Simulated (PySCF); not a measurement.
# C2H6OSi2: the cost of one run

The runs use PySCF 2.14.0, with density-fitted response routines of our own; the level of theory stands in each step. All values are computed, except where a source is named. Atoms are numbered from 0 throughout.

### Step 1. Starting geometry

11 atoms, charge 0, multiplicity 1; geometry from: PBE0-D3(BJ)/def2-SVP.

Bonds of the start (Å): C0–C1 1.35, C1–Si2 1.88, Si2–O3 1.68, O3–Si4 1.68, Si4–C0 1.88, C0–H5 1.10, C1–H6 1.10, Si2–H7 1.49, Si2–H8 1.49, Si4–H9 1.49, Si4–H10 1.49.

### Step 2. Nuclear shieldings: PBE0/pcSseg-2

What the job is given:

```
{"job": {"kind": "nmr", "xc": "PBE0", "basis": "pcSseg-2", "pop": false}, "charge": 0, "multiplicity": 1}
C     -1.328378     1.119779     0.143466
C     -0.057795     1.395201    -0.217951
Si     0.966656    -0.144654    -0.560029
O     -0.195473    -1.313391    -0.251847
Si    -1.699749    -0.723574     0.196941
H     -2.039536     1.923046     0.375409
H      0.299385     2.430563    -0.289825
H      1.452536    -0.229180    -1.968529
H      2.133840    -0.293493     0.357907
H     -2.750635    -1.143369    -0.775873
H     -2.083790    -1.210166     1.554366
```

Method: GIAO PBE0/pcSseg-2 NMR shielding, non-relativistic, gas phase.

Started as:

```console
$ OMP_NUM_THREADS=1 python probes_run.py task.json out
```

The driver reads the jobs from task.json and runs them one after another.

**Question.** How long does this first job take on 1 thread of Arm Neoverse V1, shared host, and how much memory does it need?

About 36 s, with a peak of 1.1 GiB.
